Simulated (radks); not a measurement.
# Be³⁺ in 1s0.5 2p0.5: an all-electron calculation

An exercise on one series of results from a longer session: the logs are not shown, and one member is left open.

Program: radks (a radial shooting solver on a logarithmic mesh, Libxc functionals) version 1. Level of theory: Dirac Kohn-Sham, BLYP, spin-unpolarised, spherical densities, finite nucleus; open shells fill j = l - 1/2 first. These are calculated values, not measurements, unless marked.

## The system

| Quantity | Value |
| --- | --- |
| element | beryllium (Z = 4) |
| charge | +3 |
| electrons | 1 |
| configuration | 1s0.5 2p0.5 |
| nuclear rms radius | 2.519 fm |

Set-up of the first run:

Input:

```text
Z 4
configuration 1s0.5 2p0.5 2s0 3p0
relativity Dirac
functional b88,lyp
spin unpolarised
j_filling energy
nucleus finite rms 2.519 fm
c 137.035999084
```

One table of the session follows, with a row left open; its other results are not shown here.

It belongs to the step «Orbitals and density». Sizes of the orbitals, from the radial functions (bohr):

```
level     <r>  outermost maximum (interpolated)  90 % within
1s1/2  0.3726                             0.246        0.663
2s1/2   1.580                              1.36         2.41
2p1/2   1.353                              1.07         2.18
2p3/2       ?                                 ?            ?
```

Q: Estimate the row for 2p3/2 from the others.

As computed: <r>: 1.354; outermost maximum (interpolated): 1.07; 90 % within: 2.18. In the column «<r>» it lies between 2p1/2 (1.353) and 2s1/2 (1.580).
